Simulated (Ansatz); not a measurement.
# CH5BS2: up Jacob's ladder to CCSD(T)

The task here is to estimate one member of a computed series from the others.

The runs use Ansatz 0.2.0, Gaussian basis; functionals in def2-TZVPP, the program's frozen cores in correlated methods.

Plan: LDA (SPW92), PBE-D4, revPBE-D4, BLYP-D4, r2SCAN-D4, B97M-V, PBE0-D4, B3LYP-D4, r2SCANh-D4, r2SCAN0-D4, HSE06-D4, BHLYP-D4, CAM-B3LYP-D4, LC-ωPBE, ωB97X-V, ωB97M-V, B2PLYP, PBE-QIDH; CCSD(T)/def2-SVP; CCSD(T)/def2-TZVPP; MP2/def2-QZVPP; extrapolation to the limit; RPA on PBE.

## The relaxed structure

All runs share one geometry, relaxed beforehand with PBE0-D4 in a triple-zeta def2 set.

9 atoms, charge 0, spin multiplicity 1.

Atoms are counted from 1 here; the program's logs count them from 0.

Bond lengths: C1–B2 1.575 Å, C1–H5 1.094 Å, C1–H6 1.094 Å, C1–H7 1.096 Å, B2–S3 1.904 Å, B2–S4 2.021 Å, B2–H8 1.197 Å, S3–S4 2.051 Å, S4–H9 1.352 Å. Angles: B2–C1–H5 113.6°, B2–C1–H6 112.0°, B2–C1–H7 108.7°, H5–C1–H6 108.6°, H5–C1–H7 107.0°, H6–C1–H7 106.5°, C1–B2–S3 119.5°, C1–B2–S4 115.6°, C1–B2–H8 122.2°, S3–B2–S4 62.9°, S3–B2–H8 114.1°, S4–B2–H8 106.4°, B2–S3–S4 61.3°, B2–S4–S3 55.7°, B2–S4–H9 97.5°, S3–S4–H9 100.4°.

The first run:

File in.yaml:

```yaml
crystal:
  periodic: [false, false, false]
  atoms:
    - {symbol: C, position_ang: [-0.558471, 0.625805, 0.692362]}
    - {symbol: B, position_ang: [-0.405497, -0.431449, -0.465170]}
    - {symbol: S, position_ang: [0.606744, -2.015206, -0.162226]}
    - {symbol: S, position_ang: [1.424015, -0.531607, -1.319017]}
    - {symbol: H, position_ang: [0.288432, 0.643648, 1.384664]}
    - {symbol: H, position_ang: [-0.714587, 1.637318, 0.306067]}
    - {symbol: H, position_ang: [-1.448129, 0.376795, 1.281120]}
    - {symbol: H, position_ang: [-1.198936, -0.521850, -1.356244]}
    - {symbol: H, position_ang: [2.095028, 0.170046, -0.378555]}
basis:
  gaussian: {orbitals: def2-TZVPP}
hamiltonian: {xc: lda}
output: {orbitals: {seedname: orbitals}}
```

Run with:

```
ansatz run in.yaml --threads 2 --pin off --events-out ev --progress --plain --max-ram 4352MiB
```

Among the steps run: LDA; PBE-D4 (GGA); revPBE-D4 (GGA); BLYP-D4 (GGA); r2SCAN-D4 (meta-GGA); B97M-V (meta-GGA); B3LYP-D4 (hybrid); r2SCANh-D4 (hybrid); r2SCAN0-D4 (hybrid); HSE06-D4 (hybrid); BHLYP-D4 (hybrid); CAM-B3LYP-D4 (range-separated); LC-ωPBE (range-separated); ωB97X-V (range-separated); ωB97M-V (range-separated); B2PLYP (double hybrid); PBE-QIDH (double hybrid).

One table of the session follows, with a row left open; its other results are not shown here.

It belongs to the step «Orbital energies across the functionals». 

```
  functional  HOMO (eV)  LUMO (eV)  gap (eV)
 LDA (SPW92)          ?          ?         ?
      PBE-D4      -5.86      -2.51      3.35
   revPBE-D4      -5.82      -2.44      3.38
     BLYP-D4      -5.71      -2.38      3.33
   r2SCAN-D4      -6.11      -2.33      3.79
      B97M-V      -6.21      -2.25      3.96
     PBE0-D4      -7.08      -1.52      5.57
    B3LYP-D4      -6.85      -1.75      5.10
  r2SCANh-D4      -6.56      -1.96      4.60
  r2SCAN0-D4      -7.24      -1.41      5.83
    HSE06-D4      -6.68      -1.90      4.78
    BHLYP-D4      -8.18      -0.43      7.75
CAM-B3LYP-D4      -8.40      -0.37      8.03
     LC-ωPBE      -9.79       0.82     10.62
     ωB97X-V      -9.44       0.71     10.15
     ωB97M-V      -9.27       0.59      9.86
```

**Question.** Estimate the row for LDA (SPW92).

The run gave: HOMO (eV): -5.96; LUMO (eV): -2.71; gap (eV): 3.25. In the column «HOMO (eV)» it lies between r2SCAN-D4 (-6.11) and PBE-D4 (-5.86).
